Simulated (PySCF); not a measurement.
**GeI+: bond curves at several levels of theory**

Aim: find the lowest electronic state of GeI+, scan its bond at several levels of theory, and get bond length, wavenumber and dissociation energy from each curve.

Computed with PySCF 2.14.0. Level: Ge def2-SVP, I def2-SVP with ECP28, scalar-relativistic core potentials.

**1. The job**

The job is set up so:

```yaml
atoms: Ge, I
charge: 1
basis: Ge def2-SVP, I def2-SVP with ECP28
Hamiltonian: scalar-relativistic core potentials
basis_functions: 58
electrons_treated: 56
masses_in_u: 73.9212, 126.9045
levels: PBE0, PBE, r²SCAN, B3LYP, BLYP, LDA, HF, MP2, SCS-MP2, CCSD, CCSD(T)
grid: 80 radial by 434 angular points
occupations: held fixed by the projection of orbital angular momentum
dissociation_limit: Ge+ + I, each in its ground configuration
starting_distance_in_angstrom: 2.570
values_of_2S_to_try: 0, 2
```

Run with:

```bash
> OMP_NUM_THREADS=1 python dia.py task.json out
```

The runs that follow: PBE0 along the bond; Higher solutions at PBE0; PBE (GGA); r²SCAN; B3LYP (global hybrid GGA); BLYP (GGA); LDA; RHF (mean field); MP2 and coupled cluster.

Before running it: what results should come out? Wanted: for each run, Re; ωe; De; μ.

The runs gave:

Lowest PBE0 solution found, without spin–orbit coupling: ¹Σ⁺ (singlet), closed shell. State 2 has its PBE0 minimum 2.57 eV higher. The other levels ran on the lowest alone.

```csv
level,Re (Å),ωe (cm⁻¹),De (eV),μ (D)
RHF,2.408,311,2.23,-4.42
RHF-MP2,2.404,315,3.59,n/a
RHF-SCS-MP2,2.409,311,3.42,n/a
RHF-CCSD,2.412,308,3.35,n/a
RHF-CCSD(T),2.422,300,3.55,n/a
LDA,2.400,304,4.87,-3.23
PBE,2.432,291.7,4.22,-3.43
BLYP,2.458,279.5,4.02,-3.53
r²SCAN,2.410,303,4.05,-3.45
B3LYP,2.429,294.9,3.81,-3.69
PBE0,2.406,307,3.89,-3.65
```

De is counted to Ge+ + I in their ground configurations. A positive dipole points from Ge to I; in an ion it is taken about the centre of mass and does not tell which atom is negative.

In words: Bond lengths run from 2.400 Å (LDA) to 2.458 Å (BLYP). Of the levels with a De here, RHF gives the least (2.23 eV) and LDA the most (4.87 eV).

Correlated steps freeze 13 core orbitals. These are scalar-relativistic numbers at best; spin–orbit coupling would shift them, the dissociation energy most. T1 is 0.019 near the minimum (highest on the curve 0.032), which may point to more than one leading configuration.
